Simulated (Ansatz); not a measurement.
**BGeH5 (triplet): from Hartree-Fock to the top rungs at a displaced geometry (v1), cc-pVDZ**

Aim: climb from Hartree-Fock through coupled cluster for BGeH5 (triplet) at one geometry and basis, and see what each rung misses.

Computed with Ansatz 0.2.0, Gaussian basis. Level: cc-pVDZ, core rule «outside noble gas», up to 15 orbitals frozen.

The runs, in order: UHF; CCSD(T) on ROHF; CCSD(T) on UHF; BCCD(T) on ROHF; CISD as a restricted active space (open shells left free, so some higher excitations enter); CCSDT(Q) on ROHF; CCSDT(Q) on UHF.

21 further runs of the same task are left out: 7 that didn't finish, 14 set aside as unsound or not needed. Runs told in other sessions of the task aren't counted.

## Step 1: The geometry

The geometry is a PBE0/def2-TZVP stationary point (not a proven minimum) with its atoms shifted at random (size 0.040 Å). No spin-orbit coupling is included. The filled d shell of Ge may be among the frozen orbitals whatever the setting's name suggests.

7 atoms, charge 0, spin multiplicity 3.

Atoms are counted from 1 here; the program's logs count them from 0.

Bond lengths: Ge1–B2 2.217 Å, Ge1–H3 1.508 Å, Ge1–H4 1.487 Å, Ge1–H5 1.614 Å, B2–H6 1.218 Å, B2–H7 1.257 Å. Angles: B2–Ge1–H3 102.7°, B2–Ge1–H4 105.0°, B2–Ge1–H5 106.1°, H3–Ge1–H4 113.4°, H3–Ge1–H5 116.0°, H4–Ge1–H5 112.2°, Ge1–B2–H6 93.2°, Ge1–B2–H7 92.1°, H6–B2–H7 131.6°.

As a file:

```tsv
atom	x (Å)	y (Å)	z (Å)
Ge1	-0.0076	0.0014	0.3095
B2	0.1345	-0.0147	-1.9024
H3	0.7587	-1.2375	0.6994
H4	0.6559	1.2638	0.7292
H5	-1.5840	-0.0021	0.6557
H6	-0.3868	-1.1121	-1.9954
H7	-0.3410	1.1454	-1.9879
```

## Step 2: UHF

Input file in.yaml:

```yaml
crystal:
  periodic: [false, false, false]
  atoms:
    - {symbol: Ge, position_ang: [-0.007574, 0.001396, 0.309488]}
    - {symbol: B, position_ang: [0.134540, -0.014746, -1.902418]}
    - {symbol: H, position_ang: [0.758675, -1.237528, 0.699363]}
    - {symbol: H, position_ang: [0.655898, 1.263842, 0.729166]}
    - {symbol: H, position_ang: [-1.584019, -0.002071, 0.655652]}
    - {symbol: H, position_ang: [-0.386765, -1.112087, -1.995375]}
    - {symbol: H, position_ang: [-0.341009, 1.145378, -1.987865]}
basis:
  gaussian: {orbitals: cc-pVDZ}
magnetization: {spin_polarized: true, initial_magnetization: 2}
hamiltonian: {xc: hf}
output: {orbitals: {seedname: orbitals}}
```

Launch:

```bash
ansatz run in.yaml --threads 1 --pin off --events-out ev --progress --plain --max-ram 2393MiB
```

After this run come: CCSD(T) on ROHF; CCSD(T) on UHF; BCCD(T) on ROHF; CISD as a restricted active space (open shells left free, so some higher excitations enter); CCSDT(Q) on ROHF; CCSDT(Q) on UHF.

Q: Predict the results of all the runs planned. Wanted: UCCSDT(Q) from the RHF energy; RMP2 from UCCSDT(Q); UMP2 from UCCSDT(Q); RCCSD from UCCSDT(Q); RCCSD(T) from UCCSDT(Q); UCCSD(T) from UCCSDT(Q); RCCSDT(Q) from UCCSDT(Q); T1 diagnostic.

The runs gave:

| quantity | value |
| --- | --- |
| UCCSDT(Q) from the ROHF energy | -6.2238 eV |
| RMP2 from UCCSDT(Q) | +133.1 kJ/mol |
| UMP2 from UCCSDT(Q) | +132.8 kJ/mol |
| RCCSD from UCCSDT(Q) | +16.6 kJ/mol |
| RCCSD(T) from UCCSDT(Q) | +3.7 kJ/mol |
| UCCSD(T) from UCCSDT(Q) | +3.5 kJ/mol |
| RCCSDT(Q) from UCCSDT(Q) | +0.2 kJ/mol |
| levels within 1 kcal/mol (43 meV) | RCCSD(T), UCCSD(T), BCCD(T), RCCSDT, UCCSDT, RCCSDT(Q) |
| T1 diagnostic | 0.018 |

RCCSD(T) misses by +3.7 kJ/mol, 0.6 % of the correlation energy. These misses are within one basis, not against nature; the frozen cores of restricted and unrestricted runs differ, which can shift their rows.

With open shells the CI space here admits some higher excitations, so it is larger than plain CISD.
